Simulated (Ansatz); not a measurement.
# BN, space group F-43m: a convergence test of the k-point mesh

Computed with Ansatz 0.2.0, Python API.

Interactive session:
```pycon
>>> import warnings
>>> import ansatz as az
>>> warnings.simplefilter("ignore", az.DeckWarning)
>>> crystal = (
...     az.Lattice.fcc(3.615)
...     .space_group(216)
...     .atom("B", [0.0, 0.0, 0.0])
...     .atom("N", [0.25, 0.25, 0.75])
...     .primitive()
... )
>>> len(crystal.resolved().sites)
2
>>> model = crystal.calculation()
>>> model = model.functional("PBE")
>>> model = model.pseudopotentials("paw").basis(31 * az.Ry)
>>> model = model.occupations(az.OccupationsMethod.FIXED)
>>> model = model.forces()
>>> model = model.stress()
>>> rows = []
>>> for value in [0.8, 0.6, 0.5, 0.4, 0.33]:
...     data = model.kpoints(spacing=value).run().report
...     rows.append((value, data["free_energy_ev"] / len(data["lattice"]["sites"]), data["n_iterations"], sum(data["stress_gpa"][i][i] for i in range(3)) / 3, max(abs(f) for row in data["forces_ev_ang"] for f in row), data["n_kpoints"]))
...
>>> print("spacing (1/A)   F/atom (eV)    iterations       P (GPa)  max component (eV/A)      k-points")
spacing (1/A)   F/atom (eV)    iterations       P (GPa)  max component (eV/A)      k-points
>>> for row in rows:
...     print(f"{str(row[0]):>12s}  {row[1]:12.5f}  {row[2]:12d}  {row[3]:12.3f}  {row[4]:20.4f}  {row[5]:12d}")
...
         0.8    -271.10076             6         3.665                0.0000             8
         0.6    -271.13576             6         3.084                0.0000            16
         0.5    -271.13714             6         3.046                0.0000            20
         0.4    -271.13768             6         3.027                0.0000            29
        0.33    -271.13774             6         3.036                0.0000            47
>>> # differences from the last row
>>> for row in rows[:-1]:
...     shift = 1000 * (row[1] - rows[-1][1])
...     print(f"{row[0]}: {shift:+.2f} meV/atom" + ("  (within 1 meV)" if abs(shift) < 1 else ""))
...
0.8: +36.98 meV/atom
0.6: +1.98 meV/atom
0.5: +0.61 meV/atom  (within 1 meV)
0.4: +0.06 meV/atom  (within 1 meV)
```

From a spacing of 0.5 (7×7×7) on it stays within 1 meV an atom of the value at a spacing of 0.33 (10×10×10); the first row (a spacing of 0.8 (4×4×4)) is off by 37.0 meV and the last but one by 0.06 meV. The pressure moves from 3.67 to 3.04 GPa.

What to keep in mind:
- Forces vanish by symmetry here and test nothing.
- Pressure is positive in compression.
- The starting cell is as deposited in a crystallographic database; the results hold for this polymorph, which needn't be the stable one.
- Shifts are counted from the finest mesh, which is itself no proven limit.
- Timing: 2.1 s on 1 thread of Arm Neoverse V2, on a shared host, peak memory 0.31 GiB.
